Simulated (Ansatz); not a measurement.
Write a Python script for Ansatz 0.2.0, Python API that makes a relaxation followed by a look at the electronic structure of Be, space group Im-3m. Level of theory (first run): r2SCAN, PAW, cutoff 517 eV, 12×12×12 k-points, cold smearing of 0.1 eV.

```cif
data_structure
_symmetry_space_group_name_H-M 'P 1'
_symmetry_Int_Tables_number 1
_cell_length_a 2.1705
_cell_length_b 2.1705
_cell_length_c 2.1705
_cell_angle_alpha 109.471
_cell_angle_beta 109.471
_cell_angle_gamma 109.471
_cell_volume 7.87
loop_
_atom_site_label
_atom_site_type_symbol
_atom_site_fract_x
_atom_site_fract_y
_atom_site_fract_z
_atom_site_occupancy
Be1 Be 0.00000 0.00000 0.00000 1
```

`pipeline_be.py`:
```python
"""From the given cell of Be to a relaxed cell, its gap and its density of states."""

import warnings

import ansatz as az
import numpy as np


def count_gap(report):
    # lowest empty less highest filled band, counting bands; zero where they overlap
    return max(report.get("gap_by_band_count_ev") or 0.0, 0.0)


def setup_for(crystal, spacing):
    return (
        crystal.calculation()
        .occupations("cold")
        .functional("r2SCAN")
        .basis(19 * az.Ha)
        .kpoints(spacing=spacing)
    )

warnings.simplefilter("ignore", az.DeckWarning)

lattice = az.Lattice.of(
    (-1.253121, 1.253121, 1.253121),
    (1.253121, -1.253121, 1.253121),
    (1.253121, 1.253121, -1.253121),
)
sites = [
    ("Be", (0.0, 0.0, 0.0)),
]
crystal = az.Crystal(lattice=lattice)
for symbol, position in sites:
    crystal = crystal.atom(symbol, position)

relaxed = setup_for(crystal, 0.3).relax(cell=True, force_tolerance=0.01, max_steps=40).checkpoint(write="relax.run").run(threads=1)
cell = np.asarray(relaxed.lattice.cell_ang)
print("relaxed edges (A):", np.linalg.norm(cell, axis=1).round(4), " volume:", round(abs(np.linalg.det(cell)), 3), "A^3")
for site in relaxed.lattice.sites:
    print(" ", site.symbol, np.round(site.position_frac, 4) + 0.0)

final = az.Crystal.from_checkpoint("relax.run")
res = setup_for(final, 0.22).stress().band_table().density_of_states(energy_step=0.05).run(threads=1)
report = res.report
dos = res.density_of_states()
print(f"pressure at the relaxed cell {np.trace(report['stress_gpa']) / 3:.3f} GPa, gap by band count {count_gap(report):.3f} eV")
if count_gap(report) == 0:
    print("states/eV at the Fermi level:", round(float(np.interp(dos.fermi_ev, dos.energies_ev, dos.spin_summed_g_bin_mean_per_ev)), 3))
```

```console
$ python pipeline_be.py
relaxed edges (A): [2.1668 2.1668 2.1668]  volume: 7.831 A^3
  Be [0. 0. 0.]
pressure at the relaxed cell -0.184 GPa, gap by band count 0.000 eV
states/eV at the Fermi level: 0.109
```

Reading the output:
- The mesh is modest for a metal, so energies can be off by several to tens of meV an atom and pressures by half a GPa or more; differences at equal mesh fare better.
- An absolute Fermi energy rests on an arbitrary zero of the periodic potential and has no direct meaning.
- A gap by band count of zero or less means overlapping bands, a metal.
- This isn't the structure that Be takes at ambient conditions.
- Levels are Kohn-Sham eigenvalues on this mesh.
- Where the second run takes another functional or mesh than the relaxation, its pressure isn't zero; pressure is positive in compression.
- The density of states is complete only as far up as bands were computed.
- Hardware and time: 3.3 s on 1 thread of Intel(R) Xeon(R) 6975P-C (Granite Rapids) (shared host), peak memory 0.42 GiB.

(Lines on the test bed's own set-up are left out of the output.)
